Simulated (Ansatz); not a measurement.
# CH₅Cl₂HfNO: taking an electron away

How much energy removes an electron from CH₅Cl₂HfNO at fixed geometry? The cation is run at each level and the neutral's energy taken from earlier runs.

Method: unrestricted cation, the program's frozen cores in correlated methods; program: Ansatz 0.2.0, Gaussian basis.

The runs, in order: UKS PBE-D4/def2-TZVPP; UKS r2SCAN-D4/def2-TZVPP; UKS PBE0-D4/def2-TZVPP; UKS B3LYP-D4/def2-TZVPP; UKS wB97X-V/def2-TZVPP; UKS wB97M-V/def2-TZVPP; UKS B2PLYP/def2-TZVPP; UHF-CCSD(T)/def2-TZVPP; UHF-MP2/def2-QZVPP; extrapolation to the limit; then −ε(HOMO) from the neutral's earlier runs with LDA (SPW92), PBE-D4, revPBE-D4, BLYP-D4, r2SCAN-D4, B97M-V, PBE0-D4, B3LYP-D4, r2SCANh-D4, r2SCAN0-D4, HSE06-D4, BHLYP-D4, CAM-B3LYP-D4, LC-ωPBE, ωB97X-V, ωB97M-V.

## Step 1: The geometry

An earlier PBE0-D4 in a triple-zeta def2 set relaxation fixed the geometry. Hf takes the def2 core potential; no spin-orbit term is included.

SMILES `C[NH][Hf]([OH])([Cl])[Cl]`, 11 atoms, charge 0, spin multiplicity 1.

Atoms are counted from 1 here; the program's logs count them from 0.

Bond lengths: C1–N2 1.450 Å, C1–H7 1.096 Å, C1–H8 1.092 Å, C1–H9 1.096 Å, N2–Hf3 2.003 Å, N2–H10 1.015 Å, Hf3–O4 1.901 Å, Hf3–Cl5 2.365 Å, Hf3–Cl6 2.365 Å, O4–H11 0.953 Å. Angles: N2–C1–H7 111.9°, N2–C1–H8 109.8°, N2–C1–H9 111.9°, H7–C1–H8 107.5°, H7–C1–H9 108.0°, H8–C1–H9 107.5°, C1–N2–Hf3 132.0°, C1–N2–H10 110.9°, Hf3–N2–H10 117.1°, N2–Hf3–O4 105.2°, N2–Hf3–Cl5 108.6°, N2–Hf3–Cl6 108.6°, O4–Hf3–Cl5 112.7°, O4–Hf3–Cl6 112.7°, Cl5–Hf3–Cl6 108.9°, Hf3–O4–H11 162.4°.

## Step 2: Cation, UKS PBE-D4/def2-TZVPP

Contents of in.yaml:

```yaml
crystal:
  periodic: [false, false, false]
  atoms:
    - {symbol: C, position_ang: [0.591768, -0.621146, 1.535745]}
    - {symbol: N, position_ang: [0.645153, 0.416976, 0.524823]}
    - {symbol: Hf, position_ang: [-0.341385, 0.657813, -1.201109]}
    - {symbol: O, position_ang: [-1.491491, -0.850385, -1.331565]}
    - {symbol: Cl, position_ang: [1.233963, 0.760261, -2.961933]}
    - {symbol: Cl, position_ang: [-1.525126, 2.703313, -1.113636]}
    - {symbol: H, position_ang: [1.558412, -1.122257, 1.657911]}
    - {symbol: H, position_ang: [-0.138138, -1.379941, 1.247572]}
    - {symbol: H, position_ang: [0.289102, -0.225503, 2.511585]}
    - {symbol: H, position_ang: [1.318376, 1.133670, 0.776179]}
    - {symbol: H, position_ang: [-2.140624, -1.472801, -1.645563]}
basis:
  gaussian: {orbitals: def2-TZVPP}
total_charge: 1
magnetization: {spin_polarized: true, initial_magnetization: 1}
hamiltonian: {xc: pbe, dispersion: d4}
```

The run is started by

```console
> ansatz run in.yaml --threads 2 --pin off --events-out ev --progress --plain --max-ram 32768MiB --backend cuda --devices 0, --max-vram 18GiB
```

Further steps of the session: Cation, UKS r2SCAN-D4/def2-TZVPP; Cation, UKS PBE0-D4/def2-TZVPP; Cation, UKS B3LYP-D4/def2-TZVPP; Cation, UKS wB97X-V/def2-TZVPP; Cation, UKS wB97M-V/def2-TZVPP; Cation, UKS B2PLYP (frozen core)/def2-TZVPP; Cation, UHF-CCSD(T)/def2-TZVPP; Cation, UHF-MP2/def2-QZVPP.

Q: Predict the results of all the runs planned. Wanted: ionisation energy, CCSD(T)/CBS; nearest functional by difference; nearest −ε(HOMO); −ε(HOMO) of PBE; T1 of the cation.

As calculated:

```
                        quantity               value
  ionisation energy, CCSD(T)/CBS             9.47 eV
nearest functional by difference  ωB97X-V (-0.18 eV)
                nearest −ε(HOMO)  ωB97M-V (+0.08 eV)
                 −ε(HOMO) of PBE             5.96 eV
                T1 of the cation               0.020
```

What this shows: Energy differences with functionals land within 0.61 eV of the reference. −ε(HOMO) of PBE misses by 3.5 eV, since self-interaction lifts the level. Among orbital estimates ωB97M-V comes nearest. Hartree-Fock falls 1.41 eV short, as the neutral has more correlation energy than the cation. Correlated methods include outer-core shells of Hf, which these sets cover unevenly.
